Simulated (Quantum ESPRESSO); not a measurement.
PtSe in Quantum ESPRESSO: the effect of Hubbard term

Crystal: PtSe.

```
Pt Se
1.0
     0.00000    2.79841    2.79841
     2.79841    0.00000    2.79841
     2.79841    2.79841    0.00000
Pt Se
1 1
Direct
  0.50000 0.50000 0.50000
  0.00000 0.00000 0.00000
```

The cell comes from a database or a generator and needn't be the stable form of this composition.

Alike in all runs:

| Property | Result |
| --- | --- |
| Program | Quantum ESPRESSO 7.5 |
| Task | Hubbard U by linear response |
| Functional | PBEsol |
| Potentials or basis | GBRV 1.5 PBEsol |
| Cutoff | 612 eV |
| Density cutoff | 4898 eV |
| k mesh | 6 × 6 × 6 |
| Occupations | fermi-dirac, width 0.05 eV |
| Spin | no spin polarisation |
| Start of the occupations | default |
| Hubbard projectors | ortho-atomic |
| Mixing beta | 0.3 |
| Most SCF iterations | 120 |
| SCF threshold | 4e-10 Ry |
| q mesh | 2 × 2 × 2 |

```tsv
Hubbard term	pressure (GPa)
Pt d U = 0.0001 eV	-19.2
Pt d U = 2.0 eV	-19.0
Pt d U = 4.0 eV	-18.6
Pt d U = 6.0 eV	-18.1
Pt d U = 8.0 eV	?
```

Question: What does the run with Hubbard term Pt d U = 8.0 eV give?

Answer: Pressure -17.5 GPa.

Worked out: A parabola through the other rows of the pressure, of slope 0.372 GPa per eV there, extrapolates to -17.4 GPa, against the run's -17.5.

Caveats: U without spin polarisation on a metal has little footing.
